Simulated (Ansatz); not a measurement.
Co4Ge:

```
Ge Co
1.0
     1.31250    0.75777    9.86265
    -1.31250    0.75777    9.86265
     0.00000   -1.51554    9.86265
Ge Co
1 4
Direct
  0.00000 0.00000 0.00000
  0.59884 0.59884 0.59884
  0.20032 0.20032 0.20032
  0.79968 0.79968 0.79968
  0.40116 0.40116 0.40116
```

The cell comes from a database or a generator and needn't be the stable form of this composition.

Base run:

```yaml
Program: Ansatz 0.2.0
Functional: PBEsol
Potentials_or_basis: Ansatz PAW
Cutoff: "420 eV (not typed: the program's choice for these potentials)"
k_mesh: 12 × 12 × 12
Occupations: fermi-dirac, width 0.05 eV
Spin: collinear spin, ferromagnetic start
Starting_moments: "[0.0, 2.0, 2.0, 2.0, 2.0] μB"
```

Its results: band gap on the k mesh none (metal or under the smearing width); pressure -8.6 GPa; net moment 5.90 μB per cell; site moments Ge -0.03; Co +1.32, +1.78 μB; largest force 0.053 eV/Å.

**Question.** After a change of settings the same cell gave: band gap on the k mesh none (metal or under the smearing width); pressure -1.5 GPa; net moment 7.20 μB per cell; site moments Ge +0.01; Co +1.78, +2.05 μB; largest force 0.225 eV/Å. Which change was it?
A. functional from PBEsol to LDA
B. functional from PBEsol to BLYP
C. functional from PBEsol to r2SCAN; cutoff from 420 eV (not typed: the program's choice for these potentials) to 500 eV (not typed: the program's choice for these potentials)
D. functional from PBEsol to RPBE

**Answer.** C.

Caveats: the PAW data sets come from PBE, with cores solved anew for the run's functional, which leaves a small shift of forces and pressure; the magnetic or orbital state may not be the lowest (some runs).

Runs at the PBE level aren't shown here.
